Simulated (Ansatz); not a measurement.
# BrFH2OSn: small, medium and large basis sets

Aim: see how fast density functionals converge with the basis set for BrFH2OSn.

Program: Ansatz 0.2.0, Gaussian basis. Level of theory: one geometry, several basis sets. These are calculated values, not measurements.

The runs, in order: PBE0-D4/def2-SVP; ωB97M-V/def2-SVP; PBE0-D4/def2-QZVPP; ωB97M-V/def2-QZVPP; the functionals' def2-TZVPP values are taken from earlier runs.

## (1) Structure used throughout

An earlier PBE0-D4 in a triple-zeta def2 set relaxation fixed the geometry. Sn takes the def2 core potential; no spin-orbit term is included.

SMILES `[OH][SnH]([F])[Br]`, 6 atoms, charge 0, spin multiplicity 1.

Atoms are counted from 1 here; the program's logs count them from 0.

Bond lengths: O1–Sn2 1.936 Å, O1–H5 0.961 Å, Sn2–F3 1.910 Å, Sn2–Br4 2.451 Å, Sn2–H6 1.687 Å. Angles: Sn2–O1–H5 113.8°, O1–Sn2–F3 106.3°, O1–Sn2–Br4 109.9°, O1–Sn2–H6 110.6°, F3–Sn2–Br4 104.4°, F3–Sn2–H6 109.7°, Br4–Sn2–H6 115.4°.

## (2) PBE0-D4 in def2-SVP

Input file in.yaml:

```yaml
crystal:
  periodic: [false, false, false]
  atoms:
    - {symbol: O, position_ang: [-0.582439, 0.137465, -1.462666]}
    - {symbol: Sn, position_ang: [0.004250, -0.352400, 0.315576]}
    - {symbol: F, position_ang: [1.900089, -0.557440, 0.215583]}
    - {symbol: Br, position_ang: [-0.327107, 1.527695, 1.852606]}
    - {symbol: H, position_ang: [-0.252457, 0.990250, -1.759074]}
    - {symbol: H, position_ang: [-0.700136, -1.809569, 0.791877]}
basis:
  gaussian: {orbitals: def2-SVP}
hamiltonian: {xc: pbe0, dispersion: d4}
output: {orbitals: {seedname: orbitals}}
```

Started as:

```bash
$ ansatz run in.yaml --threads 4 --pin off --events-out ev --progress --plain --max-ram 10444MiB
```

Further steps of the session: ωB97M-V in def2-SVP; PBE0-D4 in def2-QZVPP; ωB97M-V in def2-QZVPP.

**Question.** What will the summary of the whole plan be? Wanted: PBE0-D4: double and triple zeta above quadruple; ωB97M-V: double and triple zeta above quadruple.

**Answer**, as computed:

| quantity | value |
| --- | --- |
| PBE0-D4: double and triple zeta above quadruple | 16.97, 1.80 eV |
| ωB97M-V: double and triple zeta above quadruple | 17.00, 1.73 eV |

PBE0-D4 gains 15.17 eV from double to triple zeta, then 1.80 eV more. These are total energies; as a rule much of such shifts cancels in differences, which this series doesn't test.
